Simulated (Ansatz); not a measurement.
# WHO+ (septet): wave-function methods side by side, def2-TZVPP

One table from this session's results is given with a row withheld; the runs are named, their logs left out.

Method: def2-TZVPP, core rule «outside noble gas», up to 5 orbitals frozen; program: Ansatz 0.2.0, Gaussian basis.

To be run: UHF; ROHF; CCSD(T) on UHF.

3 further runs of the same task are left out: 1 for a known fault of the program, 2 set aside as unsound or not needed.

### What is computed

The geometry is a PBE0/def2-TZVP stationary point (not a proven minimum) of the parent state, kept for this charge and spin. No spin-orbit coupling is included. Elements past krypton take def2 core potentials.

3 atoms, charge 1, spin multiplicity 7.

Atoms are counted from 1 here; the program's logs count them from 0.

Bond lengths: W1–O2 1.921 Å, O2–H3 0.962 Å. Angles: W1–O2–H3 119.2°.

Set-up of the first run:

in.yaml

```yaml
crystal:
  periodic: [false, false, false]
  atoms:
    - {symbol: W, position_ang: [0.000000, 0.005553, 0.165001]}
    - {symbol: O, position_ang: [0.000000, -0.108057, -1.752846]}
    - {symbol: H, position_ang: [0.000000, 0.702391, -2.271247]}
basis:
  gaussian: {orbitals: def2-TZVPP}
total_charge: 1
magnetization: {spin_polarized: true, initial_magnetization: 6}
hamiltonian: {xc: hf}
output: {orbitals: {seedname: orbitals}}
```

On the command line:

```sh
$ ansatz run in.yaml --threads 1 --pin off --events-out ev --progress --plain --max-ram 3968MiB --backend cpu
```

Among the steps run: UHF; ROHF; CCSD(T) on UHF.

One of the session's tables, all rows but one given; the rest of the session is left out.

```
  method  from UCCSD(T) (meV)
    ROHF              +8207.3
     UHF              +7928.7
    UMP2                    ?
   UCCSD               +206.1
UCCSD(T)                    0
```

**Question.** Estimate the row for UMP2.

**Answer.** from UCCSD(T) (meV): +766.9. In the column «from UCCSD(T) (meV)» it lies between UCCSD (+206.1) and UHF (+7928.7).
